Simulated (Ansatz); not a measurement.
**MoCl4O (SMILES O=[Mo](Cl)(Cl)(Cl)Cl): HF/STO-3G**

Aim: the vertical ionisation energy of MoCl4O at HF/STO-3G, from 2 runs. 

Program for the calculation: Ansatz 0.2.0.

14 further runs of the same task are left out: 12 that didn't finish, 2 set aside as unsound or not needed. Runs told in other sessions of the task aren't counted.

### Step 1. The system as given

MoCl4O: 6 atoms, total charge 0, spin state singlet. As SMILES, `O=[Mo](Cl)(Cl)(Cl)Cl`. Geometry: relaxed at PBE0-D4/def2-TZVP.

Bond lengths: O1–Mo2 1.667 Å, Mo2–Cl3 2.233 Å, Mo2–Cl4 2.233 Å, Mo2–Cl5 2.374 Å, Mo2–Cl6 2.233 Å. Angles: O1–Mo2–Cl3 92.8°, O1–Mo2–Cl4 92.8°, O1–Mo2–Cl5 179.9°, O1–Mo2–Cl6 92.7°, Cl3–Mo2–Cl4 119.7°, Cl3–Mo2–Cl5 87.3°, Cl3–Mo2–Cl6 119.8°, Cl4–Mo2–Cl5 87.3°, Cl4–Mo2–Cl6 119.8°, Cl5–Mo2–Cl6 87.2°.

### Step 2. A single-point energy at HF/STO-3G

run.yaml

```yaml
crystal:
  periodic: [false, false, false]
  atoms:
    - symbol: O
      position_ang: [-0.647300, -1.552840, 0.739910]
    - symbol: Mo
      position_ang: [-0.060260, -0.144860, 0.068810]
    - symbol: Cl
      position_ang: [2.064980, -0.754570, 0.382320]
    - symbol: Cl
      position_ang: [-1.047850, -0.541190, -1.894310]
    - symbol: Cl
      position_ang: [0.775250, 1.861870, -0.884910]
    - symbol: Cl
      position_ang: [-1.084830, 1.131590, 1.588170]
basis:
  gaussian: {orbitals: STO-3G}
hamiltonian: {xc: hf}
accuracy: high
output: {orbitals: {seedname: orbitals}}
```

The run is started by

```console
$ ansatz run run.yaml --threads 1 --pin off --max-ram 3480MiB --events-out events.jsonl --progress --plain --runs-dir runs
```

What it wrote:

```text
Warning: RAYON_NUM_THREADS=1 ignored (pool sized by the plan → 1); use --threads N
Functional definition: HF
  name "HF"
  exchange = exact_x
  correlation = 0
1463 factors; integrals over basis functions are off by at most 4.4e-9 eV
mean field evaluation 1: about -158574.9094 eV, gradient 8.2e1 eV
mean field evaluation 2: about -158575.0282 eV, gradient 8.2e1 eV
mean field evaluation 4: about -158596.8725 eV, gradient 1.1e1 eV
mean field evaluation 8: about -158597.3911 eV, gradient 1.2e-1 eV
mean field evaluation 16: about -158580.5520 eV, gradient 5.0e1 eV
mean field evaluation 32: about -158587.6504 eV, gradient 6.4e0 eV
mean field evaluation 64: about -158578.2122 eV, gradient 5.1e1 eV
mean field evaluation 96: about -158586.7246 eV, gradient 4.1e0 eV
mean field evaluation 128: about -158584.3018 eV, gradient 5.2e0 eV
mean field -158597.38098574 eV, -5828.3462500602 hartree, gradient 1.5e-8 eV, S^2 0.000000; 0 other end points of the search recorded, 0 dependent functions left out
reference -158597.38098574 eV, -5828.3462500602 hartree; 59, 59 occupied and 9, 9 virtual orbitals, 1463 factors
Total energy: -158597.38098574 eV, -5828.3462500602 hartree
```

It took 6.6 s on 1 thread of Arm Neoverse V2, shared host; peak memory 0.25 GiB.

### Step 3. The doublet cation, same level

input.yaml

```yaml
basis:
  gaussian:
    orbitals: STO-3G
crystal:
  periodic: [false, false, false]
  atoms:
    - {symbol: O, position_ang: [-0.647300, -1.552840, 0.739910]}
    - {symbol: Mo, position_ang: [-0.060260, -0.144860, 0.068810]}
    - {symbol: Cl, position_ang: [2.064980, -0.754570, 0.382320]}
    - {symbol: Cl, position_ang: [-1.047850, -0.541190, -1.894310]}
    - {symbol: Cl, position_ang: [0.775250, 1.861870, -0.884910]}
    - {symbol: Cl, position_ang: [-1.084830, 1.131590, 1.588170]}
total_charge: 1
magnetization:
  spin_polarized: true
  initial_magnetization: 1
hamiltonian:
  xc: hf
accuracy: high
output:
  orbitals: {seedname: orbitals}
```

The run is started by

```console
$ ansatz run input.yaml --threads 1 --pin off --max-ram 3480MiB --events-out events.jsonl --progress --plain --runs-dir runs
```

What it wrote (excerpt; [...] marks lines left out):

```text
Warning: RAYON_NUM_THREADS=1 ignored (pool sized by the plan → 1); use --threads N
[... 2 set-up lines as earlier in the session ...]
[...]
1463 factors; integrals over basis functions are off by at most 4.4e-9 eV
[...]
mean field -158590.06294189 eV, -5828.0773169088 hartree, gradient 2.1e-8 eV, S^2 1.939949; 6 other end points of the search recorded, 0 dependent functions left out
reference -158590.06294189 eV, -5828.0773169088 hartree; 59, 58 occupied and 9, 10 virtual orbitals, 1463 factors
Total energy: -158590.06294189 eV, -5828.0773169088 hartree
```

Wall time 80 s (1 thread of Arm Neoverse V2, shared host); peak memory 0.65 GiB.

### Step 4. What came out

At HF/STO-3G:

```
                                          quantity           value
                      singlet MoCl4O: total energy  -5828.34625 Eh
                       singlet MoCl4O: HOMO energy        -9.89 eV
                       singlet MoCl4O: LUMO energy         0.20 eV
                     singlet MoCl4O: HOMO–LUMO gap        10.09 eV
                      doublet cation: total energy  -5828.07732 Eh
doublet cation: HOMO energy (highest over α and β)       -16.43 eV
 doublet cation: LUMO energy (lowest over α and β)        -7.08 eV
                              doublet cation: ⟨S²⟩           1.940
vertical ionisation energy (to the doublet cation)        7.318 eV
```

In words: The vertical ionisation energy comes to 7.32 eV (169 kcal/mol). The negative HOMO energy of the first species, 9.89 eV, lies 2.58 eV above that difference. In a minimal basis such a difference can be off by several eV, whatever the method. Relativity is left out (singlet MoCl4O) although the molecule holds a heavy atom. ⟨S²⟩ (doublet cation) is 1.94 where a pure doublet has 0.75: the reference is spin-contaminated. Relativity is left out (doublet cation) although the molecule holds a heavy atom.
